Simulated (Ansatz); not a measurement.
# KOs2: the cost of one run

Program: Ansatz 0.2.0. Level of theory: DFT PBE, scalar-relativistic, plane waves, PAW. These are calculated values, not measurements.

3 further runs of the same task are left out: 2 that didn't finish, 1 set aside as unsound or not needed.

## 1. The system as given

It takes space group P6_3/mmc (No. 194, hexagonal). The conventional cell has a = 3.208 Å, b = 3.208 Å, c = 12.740 Å, α = 90.00°, β = 90.00°, γ = 120.00°. K (site symmetry -6m2) is surrounded by 6 Os at 2.48 Å. Around Os (site symmetry 3m) lie 3 K at 2.48 Å.

Structure file:

```cif
data_structure
_symmetry_space_group_name_H-M 'P 1'
_symmetry_Int_Tables_number 1
_cell_length_a 3.2076
_cell_length_b 3.2076
_cell_length_c 12.7401
_cell_angle_alpha 90.000
_cell_angle_beta 90.000
_cell_angle_gamma 120.000
_cell_volume 113.52
loop_
_atom_site_label
_atom_site_type_symbol
_atom_site_fract_x
_atom_site_fract_y
_atom_site_fract_z
_atom_site_occupancy
K1 K 0.33333 0.66667 0.25000 1
K2 K 0.66667 0.33333 0.75000 1
Os1 Os 0.33333 0.66667 0.62100 1
Os2 Os 0.66667 0.33333 0.12100 1
Os3 Os 0.33333 0.66667 0.87900 1
Os4 Os 0.66667 0.33333 0.37900 1
```

Recipe of the guess: species swapped into a database cell of Te2Mo (P6_3/mmc, No. 194), with Os on the Te sites and K on the Mo sites. The dimensions are guesses.

## 2. A first look at the guess

input.yaml

```yaml
crystal:
  lattice:
    - [3.20763368, 0.0, 0.0]
    - [-1.60381684, 2.77789225, 0.0]
    - [0.0, 0.0, 12.7400928]
  atoms:
    - { symbol: K, position: [0.33333333, 0.66666667, 0.25] }
    - { symbol: K, position: [0.66666667, 0.33333333, 0.75] }
    - { symbol: Os, position: [0.33333333, 0.66666667, 0.62099999] }
    - { symbol: Os, position: [0.66666667, 0.33333333, 0.12099999] }
    - { symbol: Os, position: [0.33333333, 0.66666667, 0.87900001] }
    - { symbol: Os, position: [0.66666667, 0.33333333, 0.37900001] }
basis:
  ecutwfc: 420
kpoints:
  mp_grid: { grid: [6, 6, 2] }
hamiltonian:
  xc: pbe
scf:
  occupations: { method: gaussian, width: 0.1 }
  lower_state_search: "off"
output:
  forces: true
  stress: true
  eigenvalues: true
```

The run is started by

```sh
$ ansatz run input.yaml --threads 1 --pin off --max-ram 2048MiB --backend cpu --events-out ev --progress --plain --runs-dir out
```

What time and memory should one allow on 1 thread of Arm Neoverse V1, shared host?

About 4 s, with a peak of 0.37 GiB.
